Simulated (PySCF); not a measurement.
# C2H5BF2 (ethylidifluoroborane): the cost of one run

Computed with PySCF 2.14.0, with density-fitted response routines of our own, on a single molecule in the gas phase. Atoms are numbered from 0 throughout.

## 1. The starting structure

10 atoms, charge 0, multiplicity 1; geometry from: GFN2-xTB. The atoms were then displaced at random by about 0.01 Å, so the start is not that level's minimum.

Bonds of the start (Å): C0–C1 1.52, C1–B2 1.56, B2–F3 1.31, B2–F4 1.33, C0–H5 1.13, C0–H6 1.07, C0–H7 1.07, C1–H8 1.08, C1–H9 1.10.

## 2. Geometry optimisation at PBE0-D3(BJ)/def2-SVP

What the job is given:

```
{"job": {"xc": "PBE0", "basis": "def2-SVP", "d3": "d3bj", "grid": 1, "shake": 0.01, "kind": "geom"}, "charge": 0, "multiplicity": 1}
C     -1.179450    -0.249280    -0.078180
C      0.101620     0.567580    -0.135060
B      1.382250    -0.258860     0.212460
F      1.434250    -1.536210     0.518860
F      2.601840     0.281160     0.228190
H     -2.047380     0.414520    -0.347870
H     -1.153440    -1.061920    -0.775510
H     -1.349040    -0.615020     0.910980
H      0.226420     1.012230    -1.109750
H      0.033360     1.424850     0.554830
```

Command:

```
$ OMP_NUM_THREADS=1 python probes_run.py task.json out
```

The driver reads the jobs from task.json and runs them one after another.

**Question.** How long does this first job take on 1 thread of Arm Neoverse V1, shared host, and how much memory does it need?

About 40 s, with a peak of 0.39 GiB.
